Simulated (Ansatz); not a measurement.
# CH3BTe: ionisation energy by level of theory

One table from this session's results is given with a row withheld; the runs are named, their logs left out.

Program: Ansatz 0.2.0, Gaussian basis. Level of theory: unrestricted cation, the program's frozen cores in correlated methods. These are calculated values, not measurements.

The runs, in order: UKS PBE-D4/def2-TZVPP; UKS r2SCAN-D4/def2-TZVPP; UKS PBE0-D4/def2-TZVPP; UKS B3LYP-D4/def2-TZVPP; UKS wB97X-V/def2-TZVPP; UKS wB97M-V/def2-TZVPP; UKS B2PLYP/def2-TZVPP; UHF-CCSD(T)/def2-TZVPP; UHF-MP2/def2-QZVPP; extrapolation to the limit; then −ε(HOMO) from the neutral's earlier runs with LDA (SPW92), PBE-D4, revPBE-D4, BLYP-D4, r2SCAN-D4, B97M-V, PBE0-D4, B3LYP-D4, r2SCANh-D4, r2SCAN0-D4, HSE06-D4, BHLYP-D4, CAM-B3LYP-D4, LC-ωPBE, ωB97X-V, ωB97M-V.

1 further run of the same task is left out (for a known fault of the program).

## Structure used throughout

All runs share one geometry, relaxed beforehand with PBE0-D4 in a triple-zeta def2 set. Te takes the def2 core potential; no spin-orbit term is included.

SMILES `B1C[Te]1`, 6 atoms, charge 0, spin multiplicity 1.

Atoms are counted from 1 here; the program's logs count them from 0.

Bond lengths: B1–C2 1.518 Å, B1–Te3 2.095 Å, B1–H4 1.183 Å, C2–Te3 2.228 Å, C2–H5 1.086 Å, C2–H6 1.086 Å. Angles: C2–B1–Te3 74.2°, C2–B1–H4 145.6°, Te3–B1–H4 140.2°, B1–C2–Te3 64.8°, B1–C2–H5 121.2°, B1–C2–H6 121.2°, Te3–C2–H5 112.7°, Te3–C2–H6 112.7°, H5–C2–H6 113.3°, B1–Te3–C2 41.0°.

The first run:

File in.yaml:

```yaml
crystal:
  periodic: [false, false, false]
  atoms:
    - {symbol: B, position_ang: [-0.477120, -0.596765, -0.476774]}
    - {symbol: C, position_ang: [0.185566, 0.585506, 0.206764]}
    - {symbol: Te, position_ang: [1.047855, -1.405625, 0.710519]}
    - {symbol: H, position_ang: [-1.326512, -0.941475, -1.224930]}
    - {symbol: H, position_ang: [0.886465, 1.223060, -0.324486]}
    - {symbol: H, position_ang: [-0.274153, 1.071300, 1.062707]}
basis:
  gaussian: {orbitals: def2-TZVPP}
total_charge: 1
magnetization: {spin_polarized: true, initial_magnetization: 1}
hamiltonian: {xc: pbe, dispersion: d4}
```

Run with:

```
$ ansatz run in.yaml --threads 2 --pin off --events-out ev --progress --plain --max-ram 4352MiB
```

Steps of the session up to this table: Cation, UKS PBE-D4/def2-TZVPP; Cation, UKS r2SCAN-D4/def2-TZVPP; Cation, UKS PBE0-D4/def2-TZVPP; Cation, UKS B3LYP-D4/def2-TZVPP; Cation, UKS wB97X-V/def2-TZVPP; Cation, UKS wB97M-V/def2-TZVPP; Cation, UKS B2PLYP (frozen core)/def2-TZVPP; Cation, UHF-CCSD(T)/def2-TZVPP; Cation, UHF-MP2/def2-QZVPP.

One table of the session follows, with a row left open; its other results are not shown here.

For comparison, −ε(HOMO) of the neutral from earlier runs:

```
  functional  −ε(HOMO) (eV)
 LDA (SPW92)           5.81
      PBE-D4           5.65
   revPBE-D4           5.60
     BLYP-D4           5.46
   r2SCAN-D4           5.82
      B97M-V              ?
     PBE0-D4           6.57
    B3LYP-D4           6.35
  r2SCANh-D4           6.17
  r2SCAN0-D4           6.70
    HSE06-D4           6.19
    BHLYP-D4           7.32
CAM-B3LYP-D4           7.71
     LC-ωPBE           8.97
     ωB97X-V           8.66
     ωB97M-V           8.58
```

**Question.** Estimate the row for B97M-V.

The run gave: −ε(HOMO) (eV): 5.76. In the column «−ε(HOMO) (eV)» it lies between PBE-D4 (5.65) and LDA (SPW92) (5.81).
